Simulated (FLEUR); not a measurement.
# NbTe (P-6m2) in FLEUR: further runs

Runs on NbTe. Level: PBEsol. Tasks: equation of state.

All numbers are computed with FLEUR MaX-R8.1 (later development tree); they aren't measurements. Logs are shortened: lines on timing, memory, paths and dates and some standing lists are left out, and cuts for length are marked.

**1. Starting point**

Symmetry: P-6m2, No. 187, hexagonal system. The conventional cell has a = 3.703 Å, b = 3.703 Å, c = 3.694 Å, α = 90.00°, β = 90.00°, γ = 120.00°. Te (site symmetry -6m2) is surrounded by 6 Nb at 2.83 Å. Around Nb (site symmetry -6m2) lie 6 Te at 2.83 Å.

The cell comes from a database or a generator and needn't be the stable form of this composition.

**2. Equation of state, PBEsol, 20.62 Å³/atom (volume scaled by 0.94)**

inp.xml

```xml
<?xml version="1.0" encoding="UTF-8" standalone="no"?>
<fleurInput fleurInputVersion="0.39">
   <comment>
      NbTe                                                                                                
   </comment>
   <calculationSetup>
      <cutoffs Kmax="4.32" Gmax="13.4" GmaxXC="13.4" numbands="0"/>
      <scfLoop itmax="60" minDistance="0.00001" maxIterBroyd="15" imix="Anderson" alpha="0.05" precondParam="0.0" spinf="2.0" sdNocoIR="T"/>
      <coreElectrons ctail="T" frcor="F" kcrel="0" coretail_lmax="0"/>
      <xcFunctional name="PBEs" relativisticCorrections="F"/>
      <magnetism jspins="1"/>
      <soc l_soc="F" theta="0.0" phi="0.0" spav="F"/>
      <expertModes spex="0" secvar="F"/>
      <geometryOptimization l_f="F" forcealpha="1.0" forcemix="BFGS" epsdisp="0.0005" epsforce="0.0002"/>
      <ldaU l_linMix="F" mixParam="0.05" spinf="1.0"/>
   </calculationSetup>
   <cell>
      <bzIntegration valenceElectrons="35.0" mode="hist" fermiSmearingEnergy="0.00183747">
         <kPointListSelection listName="default-1"/>
         <!-- k-points included here -->
         <xi:include xmlns:xi="http://www.w3.org/2001/XInclude" href="kpts.xml"> </xi:include>
      </bzIntegration>
      <!-- symmetry operations included here -->
      <xi:include xmlns:xi="http://www.w3.org/2001/XInclude" href="sym.xml"> </xi:include>
      <bulkLattice scale="0.9795861087">
         <bravaisMatrix>
            <row-1>    6.9976074370826797     0.0000000000000000     0.0000000000000000</row-1>
            <row-2>   -3.4988037185413399     6.0601058063025661     0.0000000000000000</row-2>
            <row-3>    0.0000000000000000     0.0000000000000000     6.9810470364846902</row-3>
         </bravaisMatrix>
      </bulkLattice>
   </cell>
   <atomSpecies>
      <species name="Tellurium (Te)" element="Te" atomicNumber="52">
[... 17 lines left out ...]
         <mtSphere radius="2.52" gridPoints="859" logIncrement="0.015"/>
         <atomicCutoffs lmax="10" lnonsphr="10"/>
         <electronConfig flipSpins="F">
            <coreConfig>(1s1/2) (2s1/2) (2p1/2) (2p3/2) (3s1/2) (3p1/2) (3p3/2) (3d3/2) (3d5/2)</coreConfig>
            <valenceConfig>(4s1/2) (4p1/2) (4p3/2) (5s1/2) (4d3/2) (4d5/2)</valenceConfig>
            <stateOccupation state="(5s1/2)" spinUp="0.500000" spinDown="0.500000"/>
            <stateOccupation state="(4d3/2)" spinUp="0.800000" spinDown="0.800000"/>
            <stateOccupation state="(4d5/2)" spinUp="1.200000" spinDown="1.200000"/>
         </electronConfig>
         <energyParameters s="5" p="5" d="4" f="4"/>
         <lo type="SCLO" l="0" n="4" eDeriv="0"/>
         <lo type="SCLO" l="1" n="4" eDeriv="0"/>
         <lo type="SCLO" l="1" n="4" eDeriv="1"/>
         <lo type="SCLO" l="2" n="4" eDeriv="2"/>
         <lo type="SCLO" l="3" n="4" eDeriv="2"/>
      </species>
   </atomSpecies>
   <atomGroups>
      <atomGroup species="Tellurium (Te)">
         <relPos label="                   1">-1.000/3.000 1.000/3.000 .0000000000</relPos>
         <force calculate="T" relaxXYZ="TTT"/>
      </atomGroup>
      <atomGroup species="Niobium (Nb)">
         <relPos label="                   2">.0000000000 .0000000000 1.000/2.000</relPos>
         <force calculate="T" relaxXYZ="TTT"/>
      </atomGroup>
   </atomGroups>
   <output dos="F" band="F" slice="F">
      <checks vchk="F" cdinf="F"/>
      <bandDOS minEnergy="-.5*Htr" maxEnergy="0.5*Htr" sigma="0.015" storeEVData="T"/>
      <vacuumDOS vacdos="F" integ="F" star="F" nstars="0" locx1="0.0" locy1="0.0" locx2="0.0" locy2="0.0" nstm="0" tworkf="0.0"/>
      <unfoldingBand unfoldBand="F" supercellX="1" supercellY="1" supercellZ="1"/>
      <plotting iplot="0" polar="F">
         <plot TwoD="T" vec1="  1.0  0.0  0.0" vec2="  0.0  1.0  0.0" vec3="  0.0  0.0  1.0" zero="  0.0  0.0  0.0" file="plot"/>
      </plotting>
      <chargeDensitySlicing numkpt="0" minEigenval="0.0" maxEigenval="0.0" nnne="0" pallst="F"/>
      <specialOutput eonly="F"/>
      <moessbauerParams electricFieldGradient="T" isomerShift="T" coreHyperfine="T" valenceHyperfine="T"/>
      <magneticCircularDichroism mcd="F" energyLo="-10.0" energyUp="0.0"/>
   </output>
  <!-- We include the file relax.xml here to enable relaxations (see documentation) -->
  <xi:include xmlns:xi="http://www.w3.org/2001/XInclude" href="relax.xml"> <xi:fallback/> </xi:include>
</fleurInput>
```

Potentials or basis: all-electron, FLAPW.

On the command line:

```bash
$ inpgen -f crystal.txt -profile fastHighL
$ # inp.xml edited to the form shown
$ fleur_MPI
```

What it wrote:

```text
Welcome to FLEUR        (www.flapw.de)
      MaX-Release 8.1          (www.max-centre.eu)

 ========== k-point set info ==========
 Selected k-point list: default-1
 k-point list type: mesh
 8 x 8 x 7
 Number of k points: 40

 ------------Calculation Setup---------------------------
 Number of MPI-tasks      :            1
 Number of PE/node        :            1
 Number of OMP-threads    :            1
 Most efficient MPI parallelization for:
           1           2           4           5           8          10          20          40
 Additional eigenvalue parallelization possible
 Number of basis functions:          478
 Approximate size of matrices (H+S) per k-point:         0.007 GB
 --------------------------------------------------------
 Iteration:     1   Distance:       8.78932004 me/bohr^3
 Iteration:     2   Distance:       7.94837866 me/bohr^3
 Iteration:     3   Distance:       4.03623742 me/bohr^3
 Iteration:     4   Distance:       3.32011605 me/bohr^3
 Iteration:     5   Distance:       1.42298009 me/bohr^3
 Iteration:     6   Distance:       0.39014213 me/bohr^3
 Iteration:     7   Distance:       0.37836950 me/bohr^3
 Iteration:     8   Distance:       0.03621326 me/bohr^3
 Iteration:     9   Distance:       0.01099242 me/bohr^3
 Iteration:    10   Distance:       0.00395116 me/bohr^3
 Iteration:    11   Distance:       0.00079746 me/bohr^3
 Iteration:    12   Distance:       0.00063010 me/bohr^3
 Iteration:    13   Distance:       0.00036685 me/bohr^3
 Iteration:    14   Distance:       0.00004800 me/bohr^3
 Iteration:    15   Distance:       0.00004818 me/bohr^3
 Iteration:    16   Distance:       0.00004081 me/bohr^3
 Iteration:    17   Distance:       0.00001366 me/bohr^3
 Iteration:    18   Distance:       0.00000445 me/bohr^3

 ********************************************************************
 Run finished successfully
 Stop message:
   all done
 ********************************************************************
```

It took 100 s on 1 thread of Arm Neoverse V1, shared host; peak memory 0.08 GiB.

What came out:

```
Free energy                                           : -288776.9421 eV
Band gap on the k mesh                                : none (metal or under the smearing width)
Valence electrons inside the program's atomic spheres : Te 19.05; Nb 11.09 (radii Te 2.27, Nb 2.52 bohr)
```

**3. Equation of state, PBEsol, 21.06 Å³/atom (volume scaled by 0.96)**

Changes to inp.xml since step 2:

```diff
@@ -24,3 +24,3 @@
       <xi:include xmlns:xi="http://www.w3.org/2001/XInclude" href="sym.xml"> </xi:include>
-      <bulkLattice scale="0.9795861087">
+      <bulkLattice scale="0.9864848297">
          <bravaisMatrix>
```

Potentials or basis: all-electron, FLAPW.

On the command line:

```bash
$ inpgen -f crystal.txt -profile fastHighL
$ # inp.xml edited to the form shown
$ fleur_MPI
```

It took 1.7 min on 1 thread of Arm Neoverse V1, shared host; peak memory 0.08 GiB.

Results (log left out):

| Quantity | Value |
| --- | --- |
| Free energy | -288776.9488 eV |
| Band gap on the k mesh | none (metal or under the smearing width) |
| Valence electrons inside the program's atomic spheres | Te 19.03; Nb 11.06 (radii Te 2.27, Nb 2.52 bohr) |

**4. Equation of state, PBEsol, 21.50 Å³/atom (volume scaled by 0.98)**

Changes to inp.xml since step 3:

```diff
@@ -24,3 +24,3 @@
       <xi:include xmlns:xi="http://www.w3.org/2001/XInclude" href="sym.xml"> </xi:include>
-      <bulkLattice scale="0.9864848297">
+      <bulkLattice scale="0.9932883884">
          <bravaisMatrix>
```

On the command line:

```bash
$ inpgen -f crystal.txt -profile fastHighL
$ # inp.xml edited to the form shown
$ fleur_MPI
```

It took 1.8 min on 1 thread of Arm Neoverse V1, shared host; peak memory 0.08 GiB.

It converged, with:

```yaml
Free_energy: -288776.9400 eV
Band_gap_on_the_k_mesh: none (metal or under the smearing width)
Valence_electrons_inside_the_program's_atomic_spheres: Te 19.02; Nb 11.02 (radii Te 2.27, Nb 2.52 bohr)
```

**5. Equation of state, PBEsol, 21.93 Å³/atom**

Changes to inp.xml since step 4:

```diff
@@ -24,3 +24,3 @@
       <xi:include xmlns:xi="http://www.w3.org/2001/XInclude" href="sym.xml"> </xi:include>
-      <bulkLattice scale="0.9932883884">
+      <bulkLattice scale="1.0000000000">
          <bravaisMatrix>
```

On the command line:

```bash
$ inpgen -f crystal.txt -profile fastHighL
$ # inp.xml edited to the form shown
$ fleur_MPI
```

It took 1.8 min on 1 thread of Arm Neoverse V1, shared host; peak memory 0.09 GiB.

The run converged. Its results:

```yaml
Free_energy: -288776.9176 eV
Band_gap_on_the_k_mesh: none (metal or under the smearing width)
Valence_electrons_inside_the_program's_atomic_spheres: Te 19.00; Nb 10.99 (radii Te 2.27, Nb 2.52 bohr)
```

**6. Equation of state, PBEsol, 22.37 Å³/atom (volume scaled by 1.02)**

Changes to inp.xml since step 5:

```diff
@@ -24,3 +24,3 @@
       <xi:include xmlns:xi="http://www.w3.org/2001/XInclude" href="sym.xml"> </xi:include>
-      <bulkLattice scale="1.0000000000">
+      <bulkLattice scale="1.0066227096">
          <bravaisMatrix>
```

Potentials or basis: all-electron, FLAPW.

On the command line:

```bash
$ inpgen -f crystal.txt -profile fastHighL
$ # inp.xml edited to the form shown
$ fleur_MPI
```

Wall time 1.9 min (1 thread of Arm Neoverse V1, shared host); peak memory 0.08 GiB.

Results (log left out):

| Item | Value |
| --- | --- |
| Free energy | -288776.8830 eV |
| Band gap on the k mesh | none (metal or under the smearing width) |
| Valence electrons inside the program's atomic spheres | Te 18.99; Nb 10.96 (radii Te 2.27, Nb 2.52 bohr) |

**7. Equation of state, PBEsol, 22.81 Å³/atom (volume scaled by 1.04)**

Changes to inp.xml since step 6:

```diff
@@ -24,3 +24,3 @@
       <xi:include xmlns:xi="http://www.w3.org/2001/XInclude" href="sym.xml"> </xi:include>
-      <bulkLattice scale="1.0066227096">
+      <bulkLattice scale="1.0131594038">
          <bravaisMatrix>
```

On the command line:

```bash
$ inpgen -f crystal.txt -profile fastHighL
$ # inp.xml edited to the form shown
$ fleur_MPI
```

It took 1.8 min on 1 thread of Arm Neoverse V1, shared host; peak memory 0.08 GiB.

It converged, with:

```yaml
Free_energy: -288776.8376 eV
Band_gap_on_the_k_mesh: none (metal or under the smearing width)
Valence_electrons_inside_the_program's_atomic_spheres: Te 18.97; Nb 10.93 (radii Te 2.27, Nb 2.52 bohr)
```

**8. Equation of state, PBEsol, 23.25 Å³/atom (volume scaled by 1.06)**

Changes to inp.xml since step 7:

```diff
@@ -24,3 +24,3 @@
       <xi:include xmlns:xi="http://www.w3.org/2001/XInclude" href="sym.xml"> </xi:include>
-      <bulkLattice scale="1.0131594038">
+      <bulkLattice scale="1.0196128224">
          <bravaisMatrix>
```

On the command line:

```bash
$ inpgen -f crystal.txt -profile fastHighL
$ # inp.xml edited to the form shown
$ fleur_MPI
```

Wall time 2 min (1 thread of Arm Neoverse V1, shared host); peak memory 0.09 GiB.

It converged, with:

- Free energy: -288776.7827 eV
- Band gap on the k mesh: none (metal or under the smearing width)
- Valence electrons inside the program's atomic spheres: Te 18.96; Nb 10.90 (radii Te 2.27, Nb 2.52 bohr)

**9. Equation of state, PBEsol**

Potentials or basis: all-electron, FLAPW.

This step only gathers the single runs of the series.

What came out:

| Item | Value |
| --- | --- |
| Equilibrium volume | 21.02 Å³/atom |
| Bulk modulus at fixed shape and positions | 136 GPa |
| Pressure derivative of the bulk modulus | 4.7 |

Energy against volume, from the lowest point:
```csv
volume (Å³/atom),energy (meV/atom)
20.618,3.34
21.057,0.00
21.496,4.37
21.934,15.58
22.373,32.89
22.812,55.58
23.250,83.06
```

Caveat: the cell was scaled at fixed shape and fractional positions, which overstates the stiffness of a crystal with free parameters, most of all of layers and chains.
